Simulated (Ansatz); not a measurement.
# BaRe (CsCl type): a single-point run

The task is a single-point run on BaRe (CsCl type). The structure is shown as the input types it.

Computed with Ansatz 0.2.0 (Kohn-Sham DFT, with the functional, basis and potentials that each input names (as first typed), unless a step's input says otherwise).

1 further run of the same task is left out (set aside as unsound or not needed). Runs told in other sessions of the task aren't counted.

## 1. The system as given

The structure is cubic, space group Pm-3m (No. 221). Conventional cell: a = 3.723 Å, b = 3.723 Å, c = 3.723 Å, α = 90.00°, β = 90.00°, γ = 90.00°. Ba (site symmetry m-3m) has 8 Re at 3.22 Å in its first shell of neighbours. Re (site symmetry m-3m) is surrounded by 8 Ba at 3.22 Å.

Structure file:

```
Ba Re
1.0
     3.72334    0.00000    0.00000
     0.00000    3.72334    0.00000
     0.00000    0.00000    3.72334
Ba Re
1 1
Direct
  0.00000 0.00000 0.00000
  0.50000 0.50000 0.50000
```

## 2. The calculation

Contents of input.yaml:

```yaml
crystal:
  lattice:
    - [3.7233438108, 0.0, 0.0]
    - [0.0, 3.7233438108, 0.0]
    - [0.0, 0.0, 3.7233438108]
  atoms:
    - { symbol: Ba, position: [0.0, 0.0, 0.0] }
    - { symbol: Re, position: [0.5, 0.5, 0.5] }
basis:
  ecutwfc: 420
  ecutrho_ratio: 4
kpoints:
  mp_grid: { grid: [8, 8, 8] }
hamiltonian:
  xc: pbe
  hubbard: { sites: [{ species: Re, l: d, u_eff: 20.0 }] }
scf:
  occupations: { method: gaussian, width: 0.05 }
  max_iter: 60
output:
  forces: true
  stress: true
```

On the command line:

```
> ansatz run input.yaml --threads 2 --pin off --max-ram 2662MiB --backend cpu --events-out ev --progress --plain --runs-dir out
```

What happens when this is run?

The run converged and reported no error, with warnings (filled band counts differ across k points). It gives a pressure of 36 GPa, which is large; a structure far from rest gives such values too, whatever the setting.

Look at the input: hamiltonian.hubbard.sites is [{species: Re, l: d, u_eff: 20.0}]. A U of this value distorts the shell's occupations and the levels near the Fermi energy.

To check: delete hamiltonian.hubbard.sites.
